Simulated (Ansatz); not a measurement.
# Pr3B: the cost of one run

Computed with Ansatz 0.2.0 (DFT PBE, scalar-relativistic, plane waves, PAW; 4f electrons in the core of a trivalent norm-conserving potential, unless a step's input says otherwise).

1 further run of the same task is left out (for a known fault of the program). Runs told in other sessions of the task aren't counted.

### Step 1. The starting structure

It takes space group P6_3/mmc (No. 194, hexagonal). Conventional cell: a = 6.795 Å, b = 6.795 Å, c = 5.020 Å, α = 90.00°, β = 90.00°, γ = 120.00°. Pr (site symmetry mm2) is surrounded by 6 Pr at 3.12 to 3.21 Å and 4 B at 3.25 to 3.40 Å. B (site symmetry -6m2) has 12 Pr at 3.25 to 3.40 Å in its first shell of neighbours.

As a file:

```cif
data_structure
_symmetry_space_group_name_H-M 'P6_3/mmc'
_symmetry_Int_Tables_number 194
_cell_length_a 6.7952
_cell_length_b 6.7952
_cell_length_c 5.0199
_cell_angle_alpha 90.000
_cell_angle_beta 90.000
_cell_angle_gamma 120.000
_cell_volume 200.74
loop_
_atom_site_label
_atom_site_type_symbol
_atom_site_symmetry_multiplicity
_atom_site_Wyckoff_symbol
_atom_site_fract_x
_atom_site_fract_y
_atom_site_fract_z
_atom_site_occupancy
Pr1 Pr 6 h 0.84267 0.68534 0.75000 1
B1 B 2 d 0.33333 0.66667 0.75000 1
```

The cell is invented: species swapped into a database cell of ScZn3 (P6_3/mmc, No. 194), with B on the Sc sites and Pr on the Zn sites. Lengths come from tabulated atomic sizes and are only a guess.

### Step 2. The guess as it stands, on a coarse mesh

input.yaml

```yaml
crystal:
  lattice:
    - [6.79518651, 0.0, 0.0]
    - [-3.39759326, 5.88480414, 0.0]
    - [0.0, 0.0, 5.01990718]
  atoms:
    - { symbol: Pr, position: [0.84266852, 0.68533704, 0.75] }
    - { symbol: Pr, position: [0.31466296, 0.15733148, 0.75] }
    - { symbol: Pr, position: [0.15733148, 0.31466296, 0.25] }
    - { symbol: Pr, position: [0.68533704, 0.84266852, 0.25] }
    - { symbol: Pr, position: [0.15733148, 0.84266852, 0.25] }
    - { symbol: Pr, position: [0.84266852, 0.15733148, 0.75] }
    - { symbol: B, position: [0.33333333, 0.66666667, 0.75] }
    - { symbol: B, position: [0.66666667, 0.33333333, 0.25] }
basis:
  ecutwfc: 660
kpoints:
  mp_grid: { grid: [3, 3, 4] }
hamiltonian:
  xc: pbe
  pseudopotentials:
    kind: paw
    azcp: { Pr: "pseudopotentials/pbe/nc/lanthanide_3plus/Pr.nc.azcp" }
scf:
  occupations: { method: gaussian, width: 0.1 }
  lower_state_search: "off"
output:
  forces: true
  stress: true
  eigenvalues: true
```

On the command line:

```
> ansatz run input.yaml --threads 1 --pin off --max-ram 2560MiB --backend cpu --events-out ev --progress --plain --runs-dir out
```

What time and memory should one allow on 1 thread of Arm Neoverse V2, shared host?

About 12 s, with a peak of 0.49 GiB.
